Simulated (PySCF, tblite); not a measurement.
**C8H7S radical: geometry, infrared bands and EPR parameters**

Aim: predict the infrared bands and EPR parameters of C8H7S radical (`C=Cc1cccc([S])c1`).

The runs use tblite 0.8.0 and PySCF 2.14.0, with density-fitted response routines of our own; the level of theory stands in each step. All values are computed, except where a source is named. Atoms are numbered from 0 throughout.

## (1) Starting geometry

16 atoms, charge 0, multiplicity 2; geometry from: force field or distance geometry start.

Bonds of the start (Å): C0–C1 1.33, C1–C2 1.48, C2–C3 1.41, C3–C4 1.39, C4–C5 1.39, C5–C6 1.39, C6–S7 1.80, C6–C8 1.40, C8–C2 1.40, C0–H9 1.09, C0–H10 1.09, C1–H11 1.09, C3–H12 1.09, C4–H13 1.08, C5–H14 1.09, C8–H15 1.08.

## (2) Optimising the geometry with GFN2-xTB

The job: settings as JSON, then the geometry in Å.

```
{"job": {"kind": "relax", "xc": "GFN2-xTB", "basis": "xTB"}, "charge": 0, "multiplicity": 2}
C     -2.831700    -0.403500     0.518900
C     -1.696600    -0.951400     0.100900
C     -0.367900    -0.298700     0.003900
C     -0.158200     1.059300     0.315400
C      1.114300     1.617400     0.204800
C      2.180900     0.847900    -0.256500
C      1.982500    -0.484600    -0.581500
S      3.368300    -1.483100    -1.157100
C      0.718300    -1.060600    -0.451700
H     -2.924500     0.634100     0.828200
H     -3.748900    -0.998900     0.554800
H     -1.706700    -2.009100    -0.175300
H     -0.969700     1.683800     0.687900
H      1.280500     2.661100     0.447000
H      3.170100     1.299100    -0.349600
H      0.581700    -2.103800    -0.701300
```

Started as:

```
> OMP_NUM_THREADS=1 python probes_run.py task.json out
```

The driver reads the jobs from task.json and runs them one after another.

The log of the run:

```text
step      E/eV     max force
  0    -649.36590    1.481
  1    -649.42417    0.996
  2    -649.45216    0.669
  3    -649.46246    0.517
  4    -649.46916    0.175
  5    -649.47085    0.116
  6    -649.47216    0.089
  7    -649.47318    0.101
  8    -649.47402    0.075
  9    -649.47453    0.049
 10    -649.47488    0.049
 11    -649.47519    0.043
 12    -649.47544    0.037
 13    -649.47557    0.021
 14    -649.47565    0.023
 15    -649.47572    0.026
 16    -649.47583    0.027
 17    -649.47595    0.031
 18    -649.47603    0.023
 19    -649.47607    0.018
 20    -649.47611    0.019
 21    -649.47615    0.017
 22    -649.47619    0.015
 23    -649.47623    0.015
 24    -649.47627    0.015
 25    -649.47630    0.016
 26    -649.47632    0.016
 27    -649.47635    0.012
 28    -649.47637    0.012
 29    -649.47638    0.007
```

Wall time 0.23 s (1 thread of Arm Neoverse V1, shared host).

Along the way:

```csv
step,energy from step 0 (eV),largest force (eV/Å)
0,0.0000,1.4811
1,-0.0583,0.9957
2,-0.0863,0.6693
3,-0.0966,0.5171
4,-0.1033,0.1749
5,-0.1050,0.1163
6,-0.1063,0.0892
7,-0.1073,0.1008
8,-0.1081,0.0753
9,-0.1086,0.0493
10,-0.1090,0.0492
11,-0.1093,0.0426
12,-0.1095,0.0367
13,-0.1097,0.0213
14,-0.1097,0.0233
15,-0.1098,0.0257
16,-0.1099,0.0273
17,-0.1101,0.0309
18,-0.1101,0.0226
19,-0.1102,0.0185
20,-0.1102,0.0188
21,-0.1102,0.0169
22,-0.1103,0.0152
23,-0.1103,0.0154
24,-0.1104,0.0153
25,-0.1104,0.0161
26,-0.1104,0.0155
27,-0.1105,0.0121
28,-0.1105,0.0115
29,-0.1105,0.0071
```

Distances of close pairs at the start and the end, largest changes first:

```csv
bond,before (Å),after (Å),change (Å)
C6–S7,1.802,1.722,-0.081
C1–C2,1.484,1.459,-0.025
C0–H10,1.094,1.076,-0.018
C5–C6,1.386,1.401,+0.015
C4–C5,1.394,1.379,-0.014
C2–C8,1.403,1.390,-0.013
C5–H14,1.091,1.079,-0.012
C3–H12,1.090,1.078,-0.011
```

The final coordinates are the input of the step that follows.

## (3) Infrared spectrum with GFN2-xTB

The job: settings as JSON, then the geometry in Å.

```
{"job": {"kind": "ir", "xc": "GFN2-xTB", "basis": "xTB"}, "charge": 0, "multiplicity": 2}
C     -2.805276    -0.392714     0.514882
C     -1.673566    -0.954510     0.107676
C     -0.370221    -0.308111    -0.002755
C     -0.155609     1.037455     0.320000
C      1.102329     1.604653     0.195882
C      2.171923     0.855776    -0.248603
C      1.980075    -0.492370    -0.576727
S      3.302187    -1.444855    -1.133343
C      0.709925    -1.059258    -0.450652
H     -2.873156     0.638467     0.816386
H     -3.721579    -0.955687     0.561795
H     -1.679889    -1.998453    -0.180648
H     -0.975264     1.644715     0.669947
H      1.247449     2.644488     0.449987
H      3.154896     1.289500    -0.347682
H      0.578177    -2.100152    -0.707558
```

The log of the run:

```text
mode    cm-1     km/mol
  1      13.1      0.07
  2     151.6      0.29
  3     179.6      1.44
  4     180.4      0.39
  5     290.2      0.59
  6     378.4      0.46
  7     400.6      1.91
  8     440.8      0.86
  9     449.3      1.18
 10     544.0      0.27
 11     620.4      0.45
 12     679.7      0.46
 13     680.1      4.50
 14     781.1     21.28
 15     862.2      0.55
 16     867.7      0.68
 17     878.2      2.51
 18     896.3     12.32
 19     920.5      0.23
 20     977.1      1.08
 21    1011.2     17.49
 22    1024.4      7.99
 23    1095.2      3.68
 24    1130.0      0.73
 25    1186.9      0.08
 26    1212.3      2.25
 27    1261.6      0.20
 28    1305.9      2.56
 29    1329.3      1.48
 30    1387.7      5.37
 31    1415.1      0.24
 32    1441.3      1.01
 33    1536.4     12.67
 34    1550.0      1.86
 35    1674.6      0.01
 36    3052.3     21.53
 37    3080.3     19.24
 38    3087.0     11.50
 39    3100.9     12.90
 40    3104.7     10.98
 41    3112.5     22.90
 42    3133.5     38.36
```

It took 0.67 s on 1 thread of Arm Neoverse V1, shared host.

The strongest bands and the atoms that carry them (share of the mass-weighted mode):

```csv
cm⁻¹,km/mol,atoms
781,21.3,"H14 22 %, H12 17 %, H13 15 %, C2 14 %"
1011,17.5,"H11 57 %, H9 34 %"
1536,12.7,"C3 27 %, C5 24 %, C2 21 %"
3052,21.5,H11 91 %
3080,19.2,H13 83 %
3101,12.9,"H14 64 %, H12 26 %"
3112,22.9,"H9 45 %, H10 43 %"
3134,38.4,"H10 47 %, H9 41 %"
```

## (4) EPR parameters: B3LYP/pcH-1

Same as in step 3 but for these lines:

```diff
@@ -1,2 +1,2 @@
-{"job": {"kind": "ir", "xc": "GFN2-xTB", "basis": "xTB"}, "charge": 0, "multiplicity": 2}
+{"job": {"kind": "epr", "basis": "pcH-1"}, "charge": 0, "multiplicity": 2}
 C     -2.805276    -0.392714     0.514882
```

With the program's defaults for keys left out, this is: UKS B3LYP, pcH-1 on C H S, non-relativistic, mean-field spin-orbit, GIAO.

The log of the run:

```text
UKS, coarse grid
  cycle   1  E = -707.18628680  |g| = 2.84e-01
  cycle   2  E = -707.19728061  |g| = 2.60e-01
  cycle   3  E = -707.23225075  |g| = 6.79e-02
  cycle   4  E = -707.23375428  |g| = 4.31e-02
  cycle   5  E = -707.23481422  |g| = 8.07e-03
  cycle   6  E = -707.23487168  |g| = 6.76e-03
  cycle   7  E = -707.23490459  |g| = 2.54e-03
  cycle   8  E = -707.23491179  |g| = 1.73e-03
  cycle   9  E = -707.23491548  |g| = 5.21e-04
UKS, final grid
  cycle   1  E = -707.23494835  |g| = 5.38e-04
  cycle   2  E = -707.23494845  |g| = 8.36e-04
  cycle   3  E = -707.23494886  |g| = 1.96e-04
  cycle   4  E = -707.23494899  |g| = 2.14e-04
  cycle   5  E = -707.23494909  |g| = 5.20e-05
  cycle   6  E = -707.23494909  |g| = 1.78e-05
E = -707.23494909 Eh   <S^2> = 0.7682 (exact 0.7500)
g shifts (ppm)      1          2          3
  rmc          -206       -206       -206
  gc             -4         46         42
  oz_so          96      10765     159192
  total        -114      10605     159028
hyperfine (MHz)  atom isotope    a_iso     a_fc   dipolar eigenvalues
    0   13C      -3.35      -3.35     -5.71      2.64      3.07
    1   13C       4.07       4.07     -1.64     -1.20      2.84
    2   13C     -14.87     -14.87    -10.34      4.83      5.50
    3   13C      17.99      17.99    -16.67    -15.31     31.98
    4   13C     -15.43     -15.43    -11.06      4.94      6.12
    5   13C      13.97      13.97    -13.78    -13.41     27.19
    6   13C     -23.37     -23.37     -6.52      2.52      4.01
    7   33S      15.18      15.18    -70.04    -69.54    139.58
    8   13C      11.99      11.99    -11.82    -11.47     23.29
    9    1H       2.25       2.25     -1.95     -0.66      2.61
   10    1H       2.34       2.34     -0.88     -0.40      1.27
   11    1H      -1.66      -1.66     -0.69     -0.40      1.09
   12    1H     -13.39     -13.39     -8.30     -0.43      8.73
   13    1H       4.36       4.36     -1.84     -0.44      2.28
   14    1H     -11.75     -11.75     -3.75     -2.19      5.95
   15    1H     -10.16     -10.16     -2.84     -2.23      5.07
```

It took 1.8 min on 1 thread of Arm Neoverse V1, shared host; peak memory 0.97 GiB.

Principal g values 2.00221, 2.01292, 2.16135; g(iso) = 2.05883, against 2.00232 for a free electron. They are not to be trusted: the run shows a large g shift, which the driver flags as unsure.

Hyperfine couplings, nucleus by nucleus at this fixed geometry (no averaging over rotations):

```csv
nuclei,isotope,a(iso) (MHz),"a(iso) (G, at g = 2.0023)",largest dipolar term (MHz)
C6,13C,-23.4,-8.3,-6.5
C3,13C,18.0,6.4,32.0
C4,13C,-15.4,-5.5,-11.1
S7,33S,15.2,5.4,139.6
C2,13C,-14.9,-5.3,-10.3
C5,13C,14.0,5.0,27.2
H12,1H,-13.4,-4.8,8.7
C8,13C,12.0,4.3,23.3
H14,1H,-11.8,-4.2,5.9
H15,1H,-10.2,-3.6,5.1
H13,1H,4.4,1.6,2.3
C1,13C,4.1,1.5,2.8
C0,13C,-3.4,-1.2,-5.7
H10,1H,2.3,0.8,1.3
```

Mulliken spin populations:

C0 -0.04; C1 0.03; C2 -0.09; C3 0.21; C4 -0.09; C5 0.18; C6 -0.09; S7 0.76; C8 0.15; H9 0.00; H10 0.00; H11 0.00; H12 -0.01; H13 0.00; H14 -0.01; H15 -0.01

The fields below are evaluated on a grid from the run's orbitals.

ELF in a plane through or near 16 of the atoms.

Ten even steps from ' ' (0.00) to '@' (1.00):
```
                                                        
                                                        
                                                        
                ::@@@@%%                                
                ++@@@@@@::  ::%%##..                    
                --@@@@@@::  ##@@@@::  --++::            
          ..::    **%%++++==@@@@@@....@@@@%%            
        --@@@@@@==##--**@@..--%%++  **@@@@%%            
        **@@@@@@##++@@==##..::++    **@@@@**....        
        ..**@@@@==--++....##%%**--::**==::%%@@@@++      
              ..++@@##----**--==@@::**++++@@@@@@%%..    
      --++**==--++==--%%..##%%++##--::==::%%@@@@**      
    ..**%%@@%%**%%++++%%##::++..++@@@@==  ..**++..      
    ..**%%@@..++..**::--@@@@%%  **@@@@@@..              
      --**%%::++--##....@@@@@@::..@@@@%%..              
      ..--**%%%%@@%%--  %%@@@@::  ==##==                
          ::**%%@@%%==  ..++==                          
            ::==++++..                                  
              ....                                      
                                                        
```
The map spans 12.9 Å across and 10.1 Å up, centred on the molecule. Atoms in the plane (x, y in Å): C0 (2.9, 0.1), C1 (1.8, -0.7), C2 (0.4, -0.2), C3 (0.0, 1.1), C4 (-1.3, 1.4), C5 (-2.3, 0.5), C6 (-1.9, -0.9), S7 (-3.1, -2.1), C8 (-0.6, -1.2), H9 (2.8, 1.2), H10 (3.9, -0.3), H11 (2.0, -1.7), H12 (0.8, 1.9), H13 (-1.6, 2.5), H14 (-3.4, 0.7), H15 (-0.3, -2.3).

log10 of the density (e/Å³) in the same plane.

Ten even steps from '0' (-4.0) to '9' (1.7):
```
0000000000000000000000000000
0000000000000000000000000000
0000000012221000000000000000
0000000123443222210000000000
0000001245654344332221000000
0000012346765555543332100000
0000233446776677644554310000
0001345667797887555765421000
0002346777777786556776432100
0002346778766777666987643200
0012345567766798777777653200
0023445669977777787665543100
0023456677779766677644432100
0124567976667765567543211000
1123567976556764455432000000
0023456765445554333321000000
0012345554433332111100000000
0001223443321111000000000000
0000112222110000000000000000
0000000000000000000000000000
```
The map spans 12.9 Å across and 10.1 Å up, centred on the molecule. Atoms in the plane (x, y in Å): C0 (2.9, 0.1), C1 (1.8, -0.7), C2 (0.4, -0.2), C3 (0.0, 1.1), C4 (-1.3, 1.4), C5 (-2.3, 0.5), C6 (-1.9, -0.9), S7 (-3.1, -2.1), C8 (-0.6, -1.2), H9 (2.8, 1.2), H10 (3.9, -0.3), H11 (2.0, -1.7), H12 (0.8, 1.9), H13 (-1.6, 2.5), H14 (-3.4, 0.7), H15 (-0.3, -2.3).

On the surface of density 0.002 e/bohr³ the electrostatic potential runs, from the 1st to the 99th percentile, from -1.01 V near S7 to 1.25 V near H12.

The spin density lies nearest to S7 53 %; C3, C5 about 10 % each; C8 8 %.

## (5) Summary of results

| quantity | value |
| --- | --- |
| strongest single infrared mode (GFN2-xTB) | 3134 cm⁻¹, 38 km/mol |
| zero-point energy (GFN2-xTB) | 74.9 kcal/mol |
| g(iso) (B3LYP) | 2.05883 |
| ⟨S²⟩ | 0.768 (exact 0.75) |
| largest a(iso) | 13C on C6, -23.4 MHz |
| surface potential, 1st and 99th percentile | -1.01 V and 1.25 V |
| property runs in this session | 1, of which 0 failed and 1 gave unsound results |

In words: Over 29 steps the energy fell by 0.110 eV; of the close pairs, C6–S7 changed most, 1.802 to 1.722 Å. All 42 modes are real, so the xTB geometry is a minimum. The strongest single mode, at 3134 cm⁻¹, moves mainly H10 and H9. Unscaled tight-binding wavenumbers are off by several per cent, some by more. Its intensities can rank the bands wrongly. Most of the unpaired spin sits on S7 (0.76 e). The isotropic g lies 56.5 ppt above the free-electron value. These values are not to be trusted: the run shows a large g shift, which the driver flags as unsure.
